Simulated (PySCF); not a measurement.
# CH9BN2Si: the cost of one run

Programs: PySCF 2.14.0, with density-fitted response routines of our own. Each step states its level of theory. These are calculated values for one molecule in the gas phase, unless marked as measured. Atoms are numbered from 0 throughout.

## 1. Starting geometry

14 atoms, charge 0, multiplicity 1; geometry from: GFN2-xTB. The atoms were then displaced at random by about 0.01 Å, so the start is not that level's minimum.

Bonds of the start (Å): B0–N1 1.41, N1–Si2 1.75, Si2–C3 1.85, Si2–N4 1.72, B0–H5 1.19, B0–H6 1.15, N1–H7 0.99, Si2–H8 1.51, C3–H9 1.10, C3–H10 1.11, C3–H11 1.09, N4–H12 1.03, N4–H13 0.99.

## 2. Geometry optimisation at PBE0-D3(BJ)/def2-SVP

What the job is given:

```
{"job": {"xc": "PBE0", "basis": "def2-SVP", "d3": "d3bj", "grid": 1, "shake": 0.01, "kind": "geom"}, "charge": 0, "multiplicity": 1}
B      1.967720    -1.104950    -0.923640
N      0.723780    -1.006680    -0.265880
Si    -0.061180     0.389710     0.450030
C     -1.740650    -0.109890     1.029770
N     -0.226120     1.547030    -0.812180
H      2.581620    -0.097130    -1.039750
H      2.329410    -2.105870    -1.361740
H      0.221460    -1.854830    -0.183170
H      0.778340     0.820360     1.629580
H     -2.384780    -0.477270     0.220320
H     -2.299090     0.731180     1.481960
H     -1.726630    -0.890650     1.794220
H     -0.719350     2.435790    -0.623830
H      0.548290     1.708110    -1.403440
```

Run with:

```bash
OMP_NUM_THREADS=1 python probes_run.py task.json out
```

One launch serves the whole session: the jobs run in the order shown.

Q: Estimate the wall time and peak memory of this first job on 1 thread of Arm Neoverse V2, shared host.

About 1.7 min, with a peak of 0.5 GiB.
